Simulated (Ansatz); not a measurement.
# Bi2Pd: stress in a strained cell

Aim: deform Bi2Pd (zz strain of +1 %) and compute stress, forces and field gradients with LAPW, PAW and all-electron datasets made for the crystal.

Method: DFT PBEsol, scalar-relativistic, in Ansatz 0.2.0.

## Step 1: The system as given

The structure is tetragonal, space group I4/mmm (No. 139). Conventional cell: a = 3.362 Å, b = 3.362 Å, c = 12.983 Å, α = 90.00°, β = 90.00°, γ = 90.00°. Around Bi (site symmetry 4mm) lie 4 Pd at 2.97 Å and 4 Bi at 3.36 Å. Around Pd (site symmetry 4/mmm) lie 8 Bi at 2.97 Å and 4 Pd at 3.36 Å.

As a file:

```
CELL_PARAMETERS angstrom
-1.68100 1.68100 6.49150
1.68100 -1.68100 6.49150
1.68100 1.68100 -6.49150
ATOMIC_POSITIONS crystal
Bi 0.36300 0.36300 0.00000
Bi 0.63700 0.63700 0.00000
Pd 0.00000 0.00000 0.00000
```

Atoms are numbered in the order of the input: Bi1, Bi2, Pd3.

## Step 2: The deformed structure

Space group I4/mmm before, I4/mmm after.

## Step 3: Full-potential LAPW

input.yaml reads:

```yaml
crystal:
  lattice:
    - [-1.681, 1.681, 6.556415]
    - [1.681, -1.681, 6.556415]
    - [1.681, 1.681, -6.556415]
  atoms:
    - { symbol: Bi, position: [0.363, 0.363, 0.0] }
    - { symbol: Bi, position: [0.637, 0.637, 0.0] }
    - { symbol: Pd, position: [0.0, 0.0, 0.0] }
kpoints:
  mp_grid: { grid: [15, 15, 15] }
  band_path:
    path:
      - [0.0, 0.0, 0.0]
      - [0.0, 0.0, 0.5]
      - [0.25, 0.25, 0.25]
      - [0.0, 0.5, 0.0]
      - [0.0, 0.0, 0.0]
      - [0.5, 0.5, -0.5]
      - [0.2664339728, 0.7335660272, -0.2664339728]
      - [-0.2664339728, 0.2664339728, 0.2664339728]
      - [0.0, 0.0, 0.0]
    npoints: 5
scf:
  occupations: { method: fermi_dirac, width: 0.08 }
hamiltonian:
  xc: pbesol
  pseudopotentials: { kind: all_electron, lapw: { basis_error: 0.001 } }
output:
  forces: true
  stress: true
  eigenvalues: true
```

Run with:

```sh
$ ansatz run input.yaml --threads 1 --pin off --max-ram 4096MiB --backend cpu --events-out ev --progress --plain --runs-dir out
```

## Step 4: PAW on the default files

input.yaml reads:

```yaml
crystal:
  lattice:
    - [-1.681, 1.681, 6.556415]
    - [1.681, -1.681, 6.556415]
    - [1.681, 1.681, -6.556415]
  atoms:
    - { symbol: Bi, position: [0.363, 0.363, 0.0] }
    - { symbol: Bi, position: [0.637, 0.637, 0.0] }
    - { symbol: Pd, position: [0.0, 0.0, 0.0] }
kpoints:
  mp_grid: { grid: [15, 15, 15] }
scf:
  occupations: { method: fermi_dirac, width: 0.08 }
hamiltonian:
  xc: pbesol
  pseudopotentials: { kind: paw }
output:
  forces: true
  stress: true
  eigenvalues: true
  efg: { contact_densities: true }
```

## Step 5: Datasets made for this crystal

input.yaml: that of step 4 with these lines changed.

```diff
@@ -15,3 +15,3 @@
   xc: pbesol
-  pseudopotentials: { kind: paw }
+  pseudopotentials: { kind: all_electron, datasets: crystal }
 output:
```

(Steps that only read results are left out.)

**Question.** What will these runs give? Wanted: pressure; largest shear or deviatoric stress.

As calculated:

| quantity | value |
| --- | --- |
| pressure | LAPW -2.00, PAW -2.01, crystal datasets -2.00 GPa |
| largest shear or deviatoric stress (LAPW) | 0.51 GPa |

What this shows: The largest part of the stress beyond the pressure is 0.51 GPa in size, in the zz component; the atoms are carried along and not relaxed. No run of the undeformed cell stands beside it, so pressure and stress hold what the given cell had before the change, as far as its symmetry allows. PAW: stress within 0.02 GPa of LAPW, forces within 1 meV/Å. Crystal datasets: stress within 0.01 GPa of LAPW, forces within 1 meV/Å. Spin-orbit coupling is left out, though the cell holds Bi; in elements this heavy it can shift bands and gaps by tenths of an eV.
